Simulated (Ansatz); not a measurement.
# CH5GeLi (SMILES [Li][GeH2][CH3]): single points off equilibrium

A test off equilibrium: a structure displaced at random from a GFN2-xTB minimum is computed at several levels, and each is set against CCSD(T).

Computed with Ansatz 0.2.0, Gaussian basis. Level: single points in def2-TZVPP.

Cores are frozen in the correlated methods. Filled d shells of the heavier atoms are correlated. The outer core shell of Li, Na, Mg and K is correlated.

### Step 1. Starting geometry

SMILES `[Li][GeH2][CH3]`, 8 atoms, charge 0, spin multiplicity 1.

Atoms are counted from 1 here; the program's logs count them from 0.

Bond lengths: Li1–Ge2 2.348 Å, Ge2–C3 2.080 Å, Ge2–H4 1.557 Å, Ge2–H5 1.456 Å, C3–H6 1.094 Å, C3–H7 1.034 Å, C3–H8 1.074 Å. Angles: Li1–Ge2–C3 118.4°, Li1–Ge2–H4 127.1°, Li1–Ge2–H5 124.1°, C3–Ge2–H4 94.0°, C3–Ge2–H5 95.6°, H4–Ge2–H5 89.1°, Ge2–C3–H6 108.0°, Ge2–C3–H7 104.8°, Ge2–C3–H8 107.2°, H6–C3–H7 107.7°, H6–C3–H8 110.6°, H7–C3–H8 117.9°.

Geometry (Å):

```mol
CH5GeLi
  3D, bonds by distance, orders not assigned

  8  7  0  0  0  0  0  0  0  0999 V2000
   -2.6211    1.2994   -0.1165 Li  0  0
   -0.4771    0.5133   -0.6628 Ge  0  0
    0.5602   -0.6004    0.7545 C   0  0
   -0.0939   -0.4281   -1.8419 H   0  0
    0.6427    1.3738   -1.0152 H   0  0
    0.6913    0.0223    1.6448 H   0  0
    1.4940   -0.7543    0.3372 H   0  0
   -0.0376   -1.4637    0.9809 H   0  0
  1  2  8  0
  2  3  8  0
  2  4  8  0
  2  5  8  0
  3  6  8  0
  3  7  8  0
  3  8  8  0
M  END
```

### Step 2. CCSD(T)/def2-TZVPP

Input file run/in.yaml:

```yaml
crystal:
  periodic: [false, false, false]
  atoms:
    - {symbol: Li, position_ang: [-2.621100, 1.299400, -0.116500]}
    - {symbol: Ge, position_ang: [-0.477100, 0.513300, -0.662800]}
    - {symbol: C, position_ang: [0.560200, -0.600400, 0.754500]}
    - {symbol: H, position_ang: [-0.093900, -0.428100, -1.841900]}
    - {symbol: H, position_ang: [0.642700, 1.373800, -1.015200]}
    - {symbol: H, position_ang: [0.691300, 0.022300, 1.644800]}
    - {symbol: H, position_ang: [1.494000, -0.754300, 0.337200]}
    - {symbol: H, position_ang: [-0.037600, -1.463700, 0.980900]}
basis:
  gaussian: {orbitals: def2-TZVPP}
correlation: {method: ccsd_t}
output: {forces: true}
```

No record of the launch command was kept for these runs.

### Step 3. PBE0-D4/def2-TZVPP

run/in.yaml, as its differences from that of step 2:

```diff
@@ -13,3 +13,3 @@
   gaussian: {orbitals: def2-TZVPP}
-correlation: {method: ccsd_t}
-output: {forces: true}
+hamiltonian: {xc: pbe0, dispersion: d4}
+output: {forces: true, orbitals: {seedname: orbitals}}
```

### Step 4. wB97M-V/def2-TZVPP

run/in.yaml, as its differences from that of step 3:

```diff
@@ -13,3 +13,3 @@
   gaussian: {orbitals: def2-TZVPP}
-hamiltonian: {xc: pbe0, dispersion: d4}
-output: {forces: true, orbitals: {seedname: orbitals}}
+hamiltonian: {xc: {name: wB97M-V}}
+output: {forces: true}
```

### Step 5. r2SCAN-D4/def2-TZVPP

run/in.yaml, as its differences from that of step 4:

```diff
@@ -13,3 +13,3 @@
   gaussian: {orbitals: def2-TZVPP}
-hamiltonian: {xc: {name: wB97M-V}}
+hamiltonian: {xc: r2scan, dispersion: d4}
 output: {forces: true}
```

### Step 6. PBE-D4/def2-TZVPP

run/in.yaml, as its differences from that of step 5:

```diff
@@ -13,3 +13,3 @@
   gaussian: {orbitals: def2-TZVPP}
-hamiltonian: {xc: r2scan, dispersion: d4}
+hamiltonian: {xc: pbe, dispersion: d4}
 output: {forces: true}
```

### Step 7. SPW92/def2-TZVPP

run/in.yaml, as its differences from that of step 6:

```diff
@@ -13,3 +13,3 @@
   gaussian: {orbitals: def2-TZVPP}
-hamiltonian: {xc: pbe, dispersion: d4}
+hamiltonian: {xc: lda}
 output: {forces: true}
```

### Step 8. revPBE-D4/def2-TZVPP

run/in.yaml, as its differences from that of step 7:

```diff
@@ -13,3 +13,3 @@
   gaussian: {orbitals: def2-TZVPP}
-hamiltonian: {xc: lda}
+hamiltonian: {xc: {name: revPBE}, dispersion: d4}
 output: {forces: true}
```

(Steps that only read results are left out.)

Before running it: what results should come out? Wanted: energy less free atoms, CCSD(T)/def2-TZVPP; RMS force component; RMS force error; HOMO and LUMO, PBE0-D4; T1 diagnostic.

**Answer**, as computed:

| quantity | value |
| --- | --- |
| energy less free atoms, CCSD(T)/def2-TZVPP | -538.2 kcal/mol |
| RMS force component | 0.968 to 1.033 eV/Å over the methods |
| RMS force error | PBE0-D4 0.047, wB97M-V 0.039, r2SCAN-D4 0.056, PBE-D4 0.150, SPW92 0.159, revPBE-D4 0.164 eV/Å |
| HOMO and LUMO, PBE0-D4 | -5.76 and -1.43 eV |
| T1 diagnostic | 0.012 |

Against CCSD(T) the functionals' energies less atoms differ by -75.3 to +3.1 kcal/mol, PBE-D4 by -7.7 kcal/mol. A larger basis would deepen the CCSD(T) value, while the functionals are nearly converged already, so the order here is not reliable. The forces of wB97M-V come nearest to CCSD(T), those of revPBE-D4 are farthest. Frozen-core CCSD(T) forces in triple zeta carry basis errors of their own, and this is one geometry, so small gaps rank nothing.
